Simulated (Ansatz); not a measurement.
# Si2Mo (MoSi2 type): a single-point run

Aim: a sound single-point run of Si2Mo (MoSi2 type). The structure is shown as the input types it.

Program: Ansatz 0.2.0. Level of theory: DFT, PBEsol, norm-conserving pseudopotentials, Ansatz's default files, scalar-relativistic. These are calculated values, not measurements.

### 1 Starting point

The structure is tetragonal, space group I4/mmm (No. 139). The conventional cell has a = 3.190 Å, b = 3.190 Å, c = 7.820 Å, α = 90.00°, β = 90.00°, γ = 90.00°. Mo (site symmetry 4/mmm) has 10 Si at 2.60 to 2.62 Å in its first shell of neighbours. Si (site symmetry 4mm) has 5 Si at 2.58 to 2.62 Å and 5 Mo at 2.60 to 2.62 Å in its first shell of neighbours.

Structure file:

```cif
data_structure
_symmetry_space_group_name_H-M 'P 1'
_symmetry_Int_Tables_number 1
_cell_length_a 4.5142
_cell_length_b 4.5142
_cell_length_c 4.5142
_cell_angle_alpha 138.618
_cell_angle_beta 138.618
_cell_angle_gamma 59.958
_cell_volume 39.79
loop_
_atom_site_label
_atom_site_type_symbol
_atom_site_fract_x
_atom_site_fract_y
_atom_site_fract_z
_atom_site_occupancy
Mo1 Mo 0.00000 0.00000 0.00000 1
Si1 Si 0.33507 0.33507 0.00000 1
Si2 Si 0.66493 0.66493 0.00000 1
```

### 2 Input and run

Input file input.yaml:

```yaml
crystal:
  lattice:
    - [-1.5949805018, 1.5949805018, 3.9101974232]
    - [1.5949805018, -1.5949805018, 3.9101974232]
    - [1.5949805018, 1.5949805018, -3.9101974232]
  atoms:
    - { symbol: Mo, position: [0.0, 0.0, 0.0] }
    - { symbol: Si, position: [0.3350738262, 0.3350738262, 0.0] }
    - { symbol: Si, position: [-0.3350738262, -0.3350738262, 0.0] }
kpoints:
  mp_grid: { grid: [14, 14, 14] }
scf:
  occupations: { method: fermi_dirac, width: 0.05 }
  max_iter: 100
hamiltonian:
  xc: pbesol
  pseudopotentials: { kind: nc }
output:
  forces: true
  stress: true
  eigenvalues: true
basis:
  ecutwfc: "50 eV"
```

The run is started by

```console
$ ansatz run input.yaml --threads 1 --pin off --max-ram 3072MiB --backend cpu --events-out ev --progress --plain --runs-dir out
```

Q: Will this input give a usable result? If not, why, and what should change?

The run converged and reported no error, with warnings (cutoff below recommended). It gives a pressure of -1057 GPa, which is large.

Look at the input: basis.ecutwfc is 50 eV. With so few plane waves the basis is incomplete by a wide margin.

The test: delete basis.ecutwfc (the default then holds).
